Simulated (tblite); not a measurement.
# C19H17NSe: the cost of one run

Computed with tblite 0.8.0 and PySCF 2.14.0 and routines of our own; the level stands in each step. Atoms count from 0.

## 1. The system as given

38 atoms, charge 0, multiplicity 1; geometry from: force field or distance geometry start.

## 2. Relaxing the molecule with GFN2-xTB

What the job is given:

```
{"job": {"kind": "relax", "xc": "GFN2-xTB", "basis": "xTB"}, "charge": 0, "multiplicity": 1}
C      4.472700    -2.256400     0.603700
Se     3.812900    -1.445600     2.245900
C      2.842100    -0.124300     1.283200
C      3.427100     1.114300     0.964200
C      2.712600     2.068000     0.263100
C      1.399700     1.807300    -0.161400
C      0.796600     0.580000     0.140400
N     -0.546500     0.303500    -0.288700
C     -0.878700    -1.004500    -0.829000
C     -0.006900    -1.655700    -1.707100
C     -0.325800    -2.916100    -2.227800
C     -1.526700    -3.536300    -1.866200
C     -2.410400    -2.892000    -0.983700
C     -2.085000    -1.634600    -0.478500
C     -1.572600     1.329100    -0.191500
C     -2.487600     1.521400    -1.230400
C     -3.466700     2.512900    -1.140900
C     -3.547400     3.302300    -0.000200
C     -2.642300     3.121200     1.053500
C     -1.652200     2.131300     0.959900
C      1.517700    -0.377100     0.876000
H      3.603800    -2.599600    -0.003900
H      5.119300    -3.111400     0.861600
H      5.044300    -1.515300     0.027700
H      4.444400     1.318000     1.289400
H      3.167200     3.016800     0.021800
H      0.871200     2.562800    -0.725400
H      0.926300    -1.182900    -2.002000
H      0.360800    -3.409400    -2.906100
H     -1.766800    -4.507700    -2.260000
H     -3.327200    -3.373700    -0.715100
H     -2.780600    -1.153700     0.211500
H     -2.431500     0.916800    -2.141000
H     -4.163600     2.656800    -1.948300
H     -4.305100     4.076500     0.070600
H     -2.703300     3.739500     1.931200
H     -0.970800     1.988200     1.772900
H      1.068400    -1.329500     1.118900
```

The run is started by

```console
$ OMP_NUM_THREADS=2 python excited_run.py task.json out
```

The driver reads the jobs from task.json and runs them one after another.

Q: Estimate the wall time and peak memory of this first job on 2 threads of Intel Xeon 6975P-C, shared host.

About 6.4 s, with a peak of 0.19 GiB.
